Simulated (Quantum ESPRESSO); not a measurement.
# GeCN2 (R-3m) in Quantum ESPRESSO: settings compared, part 3 of 4

Quantum ESPRESSO 7.5.

## (4) Phonons, LDA

Contents of pw.in:

```
&CONTROL
  calculation = 'scf'
  prefix = 'pwscf'
  outdir = './tmp'
  pseudo_dir = './pseudo'
  tprnfor = .true.
  tstress = .true.
  disk_io = 'low'
/
&SYSTEM
  ibrav = 0
  celldm(1) = 8
  nat = 4
  ntyp = 3
  ecutwfc = 84
  nbnd = 21
  occupations = 'smearing'
  smearing = 'fd'
  degauss = 0.00367493
/
&ELECTRONS
  conv_thr = 8d-10
  electron_maxstep = 120
  mixing_beta = 0.5
/
ATOMIC_SPECIES
Ge    72.6300 Ge.upf
N     14.0070 N.upf
C     12.0110 C.upf
CELL_PARAMETERS alat
  0.4237215654655   0.2446357598792   1.1626438910703
 -0.4237215654655   0.2446357598792   1.1626438910703
  0.0000000000000  -0.4892715197584   1.1626438910703
ATOMIC_POSITIONS crystal
Ge     0.0000000000    0.0000000000    0.0000000000
N      0.5839044000    0.5839044000    0.5839044000
N      0.4160956000    0.4160956000    0.4160956000
C      0.5000000000    0.5000000000    0.5000000000
K_POINTS automatic
8 8 8 1 1 1
```

Contents of gamma.in:

```
&CONTROL
  calculation = 'bands'
  prefix = 'pwscf'
  outdir = './tmp'
  pseudo_dir = './pseudo'
  disk_io = 'low'
  verbosity = 'high'
/
&SYSTEM
  ibrav = 0
  celldm(1) = 8
  nat = 4
  ntyp = 3
  ecutwfc = 84
  nbnd = 21
  occupations = 'smearing'
  smearing = 'fd'
  degauss = 0.00367493
/
&ELECTRONS
  conv_thr = 1d-08
  electron_maxstep = 120
  mixing_beta = 0.5
  diago_full_acc = .true.
  startingwfc = 'random'
/
ATOMIC_SPECIES
Ge    72.6300 Ge.upf
N     14.0070 N.upf
C     12.0110 C.upf
CELL_PARAMETERS alat
  0.4237215654655   0.2446357598792   1.1626438910703
 -0.4237215654655   0.2446357598792   1.1626438910703
  0.0000000000000  -0.4892715197584   1.1626438910703
ATOMIC_POSITIONS crystal
Ge     0.0000000000    0.0000000000    0.0000000000
N      0.5839044000    0.5839044000    0.5839044000
N      0.4160956000    0.4160956000    0.4160956000
C      0.5000000000    0.5000000000    0.5000000000
K_POINTS crystal
1
0.0 0.0 0.0 1
```

Contents of scf2.in:

```
&CONTROL
  calculation = 'scf'
  prefix = 'pwscf'
  outdir = './tmp'
  pseudo_dir = './pseudo'
  tprnfor = .true.
  tstress = .true.
  disk_io = 'low'
/
&SYSTEM
  ibrav = 0
  celldm(1) = 8
  nat = 4
  ntyp = 3
  ecutwfc = 84
  nbnd = 21
  occupations = 'fixed'
/
&ELECTRONS
  conv_thr = 1d-13
  electron_maxstep = 120
  mixing_beta = 0.5
  startingpot = 'file'
/
ATOMIC_SPECIES
Ge    72.6300 Ge.upf
N     14.0070 N.upf
C     12.0110 C.upf
CELL_PARAMETERS alat
  0.4237215654655   0.2446357598792   1.1626438910703
 -0.4237215654655   0.2446357598792   1.1626438910703
  0.0000000000000  -0.4892715197584   1.1626438910703
ATOMIC_POSITIONS crystal
Ge     0.0000000000    0.0000000000    0.0000000000
N      0.5839044000    0.5839044000    0.5839044000
N      0.4160956000    0.4160956000    0.4160956000
C      0.5000000000    0.5000000000    0.5000000000
K_POINTS automatic
8 8 8 1 1 1
```

Contents of ph.in:

```
phonons of GeCN2
&INPUTPH
  prefix = 'pwscf'
  outdir = './tmp'
  tr2_ph = 1d-18
  fildyn = 'dyn'
  niter_ph = 90
  alpha_mix(1) = 0.7
  epsil = .true.
/
0.0000000000 0.0000000000 0.0000000000
```

Contents of dynmat.in:

```
&INPUT
  fildyn = 'dyn'
  asr = 'crystal'
  lperm = .true.
  filout = 'dynmat.disp'
  fileig = 'dynmat.eig'
/
```

Contents of dynmat_lo.in:

```
&INPUT
  fildyn = 'dyn'
  asr = 'crystal'
  filout = 'dynmat_lo.disp'
  fileig = 'dynmat_lo.eig'
  q(1) = 0
  q(2) = 0
  q(3) = 1
/
```

Potentials or basis: PseudoDojo 0.4.1 SR LDA standard.

The run is started by

```sh
OMP_NUM_THREADS=1 mpirun -n 4 pw.x -nk 4 -in pw.in > pw.out
OMP_NUM_THREADS=1 mpirun -n 4 pw.x -in gamma.in > gamma.out
OMP_NUM_THREADS=1 mpirun -n 4 pw.x -nk 4 -in scf2.in > scf2.out
OMP_NUM_THREADS=1 mpirun -n 4 ph.x -nk 4 -in ph.in > ph.out
OMP_NUM_THREADS=1 mpirun -n 1 dynmat.x -in dynmat.in > dynmat.out
OMP_NUM_THREADS=1 mpirun -n 1 dynmat.x -in dynmat_lo.in > dynmat_lo.out
```

pw.out:

```text
This program is part of the open-source Quantum ESPRESSO suite
     for quantum simulation of materials; please cite
[... 6 lines left out ...]
     using ibrav=0 with symmetry is DISCOURAGED, use correct ibrav instead

     K-points division:     npool     =       4
     Subspace diagonalization in iterative solution of the eigenvalue problem:
     a serial algorithm will be used

     G-vector sticks info
     --------------------
     sticks:   dense  smooth     PW     G-vecs:    dense   smooth      PW
     Sum        1725    1725    529                38623    38623    6449

     Using Slab Decomposition

     bravais-lattice index     =            0
     lattice parameter (alat)  =       8.0000  a.u.
     unit-cell volume          =     370.2273 (a.u.)^3
     number of atoms/cell      =            4
     number of atomic types    =            3
     number of electrons       =        28.00
     number of Kohn-Sham states=           21
     kinetic-energy cutoff     =      84.0000  Ry
     charge density cutoff     =     336.0000  Ry
     scf convergence threshold =      8.0E-10
     mixing beta               =       0.5000
     number of iterations used =            8  plain     mixing
     Exchange-correlation= SLA  PW   NOGX NOGC
                           (   1   4   0   0   0   0   0)

     celldm(1)=   8.000000  celldm(2)=   0.000000  celldm(3)=   0.000000
     celldm(4)=   0.000000  celldm(5)=   0.000000  celldm(6)=   0.000000

     crystal axes: (cart. coord. in units of alat)
               a(1) = (   0.423722   0.244636   1.162644 )
               a(2) = (  -0.423722   0.244636   1.162644 )
               a(3) = (   0.000000  -0.489272   1.162644 )

     reciprocal axes: (cart. coord. in units 2 pi/alat)
               b(1) = (  1.180020  0.681285  0.286703 )
               b(2) = ( -1.180020  0.681285  0.286703 )
               b(3) = (  0.000000 -1.362570  0.286703 )

     PseudoPot. # 1 for Ge read from file:
     Ge.upf
     Pseudo is Norm-conserving + core correction, Zval = 14.0
     Generated using ONCVPSP code by D. R. Hamann
[... 30 lines left out ...]
     N                 5.00    14.00700     N ( 1.00)
     C                 4.00    12.01100     C ( 1.00)

     12 Sym. Ops., with inversion, found

   Cartesian axes

     site n.     atom                  positions (alat units)
         1        Ge     tau(   1) = (   0.0000000   0.0000000   0.0000000  )
         2        N      tau(   2) = (  -0.0000000  -0.0000000   2.0366187  )
         3        N      tau(   3) = (   0.0000000   0.0000000   1.4513130  )
         4        C      tau(   4) = (   0.0000000   0.0000000   1.7439658  )

     number of k points=    60  Fermi-Dirac smearing, width (Ry)=  0.0037
                       cart. coord. in units 2pi/alat
        k(    1) = (   0.0000000   0.0000000   0.0537568), wk =   0.0078125
        k(    2) = (   0.0000000  -0.1703212   0.0895946), wk =   0.0234375
        k(    3) = (   0.0000000  -0.3406425   0.1254325), wk =   0.0234375
        k(    4) = (   0.0000000  -0.5109637   0.1612704), wk =   0.0234375
        k(    5) = (   0.0000000   0.6812850  -0.0895946), wk =   0.0234375
        k(    6) = (   0.0000000   0.5109637  -0.0537568), wk =   0.0234375
[... 52 lines left out ...]
        k(   59) = (   0.0000000   0.0000000   0.3762975), wk =   0.0078125
        k(   60) = (   0.0000000   1.1922487   0.1254325), wk =   0.0234375

     Dense  grid:    38623 G-vectors     FFT dimensions: (  60,  60,  60)

     Initial potential from superposition of free atoms

     starting charge      27.9993, renormalised to      28.0000
     Starting wfcs are   21 randomized atomic wfcs

     Self-consistent Calculation

     iteration #  1     ecut=    84.00 Ry     beta= 0.50
     Davidson diagonalization with overlap
     ethr =  1.00E-02,  avg # of iterations =  6.7

     total energy              =    -231.66189605 Ry
     estimated scf accuracy    <       0.75884191 Ry
[... 50 lines left out ...]
     iteration #  9     ecut=    84.00 Ry     beta= 0.50
     Davidson diagonalization with overlap
     ethr =  1.09E-10,  avg # of iterations =  2.0

     End of self-consistent calculation

          k = 0.0000 0.0000 0.0538 (  4815 PWs)   bands (ev):

   -18.5292 -18.5088 -18.5088 -18.5039 -18.5039 -12.7803 -10.7086  -4.3837
     0.8193   1.0467   1.0467   4.2478   4.3577   4.3577   8.6004   9.4748
     9.4748  11.0732  13.3543  13.3543  16.2146
[... 159 lines left out ...]
   -18.5229 -18.5200 -18.5111 -18.5060 -18.4907 -12.3783 -10.6306  -2.6669
    -0.6491  -0.3219   0.0452   1.0158   4.0104   5.5600   8.4977   9.1926
    10.3971  12.2431  12.9370  14.4095  15.7102

          k = 0.5900-0.0000-0.1613 (  4816 PWs)   bands (ev):

   -18.5200 -18.5188 -18.5128 -18.5051 -18.4937 -12.4020 -10.5929  -2.8178
    -0.9082   0.2199   0.2735   1.2306   3.1742   4.9277   8.8776  10.1268
    10.9235  11.8494  12.9556  14.3593  16.0419

          k = 0.4425 0.2555-0.1613 (  4812 PWs)   bands (ev):
[... 181 lines left out ...]
   -18.5276 -18.5099 -18.5086 -18.5058 -18.5021 -12.5568 -11.0190  -3.5620
    -0.2047   0.6778   0.9793   3.4173   4.1891   5.7796   7.5690   9.8452
    10.3642  11.7237  11.9554  14.1421  16.3960

     the Fermi energy is     6.7251 ev

!    total energy              =    -231.88476432 Ry
     estimated scf accuracy    <          4.7E-10 Ry
     smearing contrib. (-TS)   =      -0.00000006 Ry
     internal energy E=F+TS    =    -231.88476426 Ry

     The total energy is F=E-TS. E is the sum of the following terms:
     one-electron contribution =    -112.12626258 Ry
     hartree contribution      =      71.49146850 Ry
     xc contribution           =     -58.96516944 Ry
     ewald contribution        =    -132.28480074 Ry

     convergence has been achieved in   9 iterations

     Forces acting on atoms (cartesian axes, Ry/au):

     atom    1 type  1   force =     0.00000000   -0.00000000    0.00000000
     atom    2 type  2   force =    -0.00000000    0.00000000   -0.00530357
     atom    3 type  2   force =    -0.00000000    0.00000000    0.00530357
     atom    4 type  3   force =    -0.00000000    0.00000000    0.00000000

     Total force =     0.007500     Total SCF correction =     0.000046

     Computing stress (Cartesian axis) and pressure

          total   stress  (Ry/bohr**3)                   (kbar)     P=      -62.42
  -0.00038270   0.00000000   0.00000000          -56.30        0.00        0.00
  -0.00000000  -0.00038270  -0.00000000           -0.00      -56.30       -0.00
   0.00000000  -0.00000000  -0.00050764            0.00       -0.00      -74.68

=------------------------------------------------------------------------------=
   JOB DONE.
=------------------------------------------------------------------------------=
```

gamma.out:

```text
This program is part of the open-source Quantum ESPRESSO suite
     for quantum simulation of materials; please cite
         "P. Giannozzi et al., J. Phys.:Condens. Matter 21 395502 (2009);
         "P. Giannozzi et al., J. Phys.:Condens. Matter 29 465901 (2017);
         "P. Giannozzi et al., J. Chem. Phys. 152 154105 (2020);
     in publications or presentations arising from this work. More details at
[... 242 lines left out ...]

   -18.5294 -18.5090 -18.5090 -18.5041 -18.5041 -12.7866 -10.6948  -4.4086
     0.8618   1.0466   1.0466   4.2113   4.3613   4.3613   8.6874   9.4470
     9.4470  10.9553  13.4152  13.4152  16.2132

=------------------------------------------------------------------------------=
   JOB DONE.
=------------------------------------------------------------------------------=
```

scf2.out:

```text
This program is part of the open-source Quantum ESPRESSO suite
     for quantum simulation of materials; please cite
[... 6 lines left out ...]
     using ibrav=0 with symmetry is DISCOURAGED, use correct ibrav instead

     K-points division:     npool     =       4
[... 581 lines left out ...]
  -0.00038261  -0.00000000  -0.00000000          -56.28       -0.00       -0.00
  -0.00000000  -0.00038261  -0.00000000           -0.00      -56.28       -0.00
  -0.00000000  -0.00000000  -0.00050742           -0.00       -0.00      -74.64

=------------------------------------------------------------------------------=
   JOB DONE.
=------------------------------------------------------------------------------=
```

It took 37 min on 4 MPI ranks of Arm Neoverse V1, shared host; peak memory 0.76 GiB.

What came out:

```yaml
Free_energy: -3154.9529 eV
Pressure: -6.2 GPa
Largest_force: 0.136 eV/Å
Electronic_dielectric_tensor_diagonal: 6.14, 6.14, 15.52
Born_charges_mean_of_the_diagonal: Ge +4.22; N -3.46; C +2.71 e
Highest_phonon_frequency_at_Γ_LO-TO_splitting_left_out: 1849 cm⁻¹
Most_unstable_mode: 116i cm⁻¹
```

Forces on the atoms (eV/Å):
```
Ge   0.000  0.000  0.000
N    0.000  0.000 -0.136
N    0.000  0.000  0.136
C    0.000  0.000  0.000
```

Phonon frequencies in cm⁻¹ (negative: imaginary):
```tsv
q point	frequencies
(0.000, 0.000, 0.000)	-116 -116 -1 3 3 178 243 243 613 613 1242 1849
```

Electronic dielectric tensor:
```
 6.14  0.00  0.00
 0.00  6.14  0.00
 0.00  0.00 15.52
```

Born effective charge tensors (e):
atom 1, Ge
```
4.12 0.00 0.00
0.00 4.12 0.00
0.00 0.00 4.42
```
atom 2, N
```
-1.56  0.00  0.00
 0.00 -1.56  0.00
 0.00  0.00 -7.28
```
atom 3, N
```
-1.56  0.00  0.00
 0.00 -1.56  0.00
 0.00  0.00 -7.28
```
atom 4, C
```
-1.01  0.00  0.00
 0.00 -1.01  0.00
 0.00  0.00 10.15
```

Optical modes at Γ, degenerate ones joined, polar ones without the macroscopic field:
| cm⁻¹ | components | symmetry | active in | IR intensity, summed ((D/Å)²/amu) |
| --- | --- | --- | --- | --- |
| 116i | 2 | Eu | IR | 30.28 |
| 178 | 1 | A2u | IR | 31.80 |
| 243 | 2 | Eg | Raman | 0.00 |
| 613 | 2 | Eu | IR | 0.42 |
| 1242 | 1 | A1g | Raman | 0.00 |
| 1849 | 1 | A2u | IR | 346.80 |

Zone-centre frequencies without and with the macroscopic field along z (cm⁻¹):
|  | optical modes in rising order |
| --- | --- |
| without | 116i 116i 178 243 243 613 613 1242 1849 |
| with the field | 116i 116i 243 243 308 613 613 1242 2075 |

Caveat: the atoms weren't relaxed first, which shifts the frequencies; some modes are imaginary; the cell is more than 3 GPa from zero pressure, which shifts response properties.

(Continued in part 4 of 4.)
